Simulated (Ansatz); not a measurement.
# CH5AlOTe: the cost of one run

Program: Ansatz 0.2.0 through its Python package. Level of theory: B3LYP/def2-SVP. These are calculated values, not measurements.

## 1. The structure

Bond lengths: O1–Al2 1.776 Å, Al2–C3 1.975 Å, C3–Te4 2.083 Å, O1–H5 0.986 Å, Al2–H6 1.608 Å, C3–H7 1.169 Å, C3–H8 1.123 Å, Te4–H9 1.785 Å. Angles: O1–Al2–C3 118.0°, O1–Al2–H6 120.9°, C3–Al2–H6 121.1°, Al2–O1–H5 108.4°, Al2–C3–Te4 112.0°, Al2–C3–H7 109.1°, Al2–C3–H8 110.8°, Te4–C3–H7 107.8°, Te4–C3–H8 111.8°, H7–C3–H8 105.0°, C3–Te4–H9 91.9°.

ch5alote.xyz, read by the script:

```xyz
9

O    -1.71260    1.36650   -0.66900
Al   -0.14490    1.09550    0.11980
C     0.94960   -0.43120   -0.49150
Te   -0.03270   -2.24930   -0.22770
H    -2.40300    0.86960   -0.16940
H     0.35780    2.05420    1.30940
H     1.93920   -0.46630    0.13000
H     1.27930   -0.28560   -1.55520
H    -0.14450   -1.99960    1.53650
```

## 2. The script

File scan.py:

```python
"""Potential curve of CH5AlOTe along one bond."""

from dataclasses import dataclass

import ansatz as az
import matplotlib.pyplot as plt
import numpy as np


@dataclass(frozen=True)
class Settings:
    basis_set: str = "def2-SVP"
    xc: str = "b3lyp"


settings = Settings()


def main() -> None:
    system = az.Crystal.molecule_from_extxyz("ch5alote.xyz")

    symbols = [site.symbol for site in system.cartesian_sites]
    start = np.array([site.position_ang for site in system.cartesian_sites])
    axis = (start[6] - start[2]) / np.linalg.norm(start[6] - start[2])
    moving = [6]
    lengths, energies = [1.029, 1.076, 1.122, 1.169, 1.216, 1.263, 1.309, 1.38], []
    for length in lengths:
        xyz = start.copy()
        xyz[moving] += (length - np.linalg.norm(start[6] - start[2])) * axis
        point = az.Crystal.molecule()
        for symbol, place in zip(symbols, xyz):
            point = point.atom(symbol, place.tolist())
        base = (
            point.calculation()
            .basis(gaussian=settings.basis_set)
            .functional(settings.xc)
        )
        data = base.run().report
        energies.append(data["free_energy_ev"])
        print(f"r = {length:6.3f} A  E = {energies[-1]:.5f} eV  <S^2> = {abs(data['mean_field']['state']['spin_squared']):.3f}")

    # quartic fit about the minimum
    fit = np.polynomial.Polynomial.fit(lengths, np.array(energies) - min(energies), 4).convert()
    roots = [r.real for r in fit.deriv().roots() if abs(r.imag) < 1e-9 and fit.deriv(2)(r.real) > 0]
    r_e = min(roots, key=lambda r: abs(r - lengths[int(np.argmin(energies))]))
    print(f"minimum of the fit at {r_e:.4f} A, force constant {fit.deriv(2)(r_e):.2f} eV/A^2")
    plt.figure(figsize=(4.5, 3))
    plt.plot(lengths, np.array(energies) - min(energies), "o-")
    plt.xlabel("bond length (A)")
    plt.ylabel("E - E(min) (eV)")
    plt.tight_layout()
    plt.savefig("scan.png", dpi=100)


if __name__ == "__main__":
    main()
```

## 3. What the engine is handed

The package turns the script's settings into the engine's input (first run):

```yaml
crystal:
  periodic: [false, false, false]
  atoms:
    - { symbol: O, position_ang: [-1.7126, 1.3665, -0.669] }
    - { symbol: Al, position_ang: [-0.1449, 1.0955, 0.1198] }
    - { symbol: C, position_ang: [0.9496, -0.4312, -0.4915] }
    - { symbol: Te, position_ang: [-0.0327, -2.2493, -0.2277] }
    - { symbol: H, position_ang: [-2.403, 0.8696, -0.1694] }
    - { symbol: H, position_ang: [0.3578, 2.0542, 1.3094] }
    - { symbol: H, position_ang: [1.8206080961302504, -0.46209367842984217, 0.05552054541729043] }
    - { symbol: H, position_ang: [1.2793, -0.2856, -1.5552] }
    - { symbol: H, position_ang: [-0.1445, -1.9996, 1.5365] }
basis:
  gaussian:
    orbitals: def2-SVP
hamiltonian:
  xc: b3lyp
```

## 4. Launch

Run with:

```
> python scan.py
```

**Question.** How long does this script take on 1 thread of Arm Neoverse V2, shared host, and how much memory does it need?

About 28 s, with a peak of 0.31 GiB.
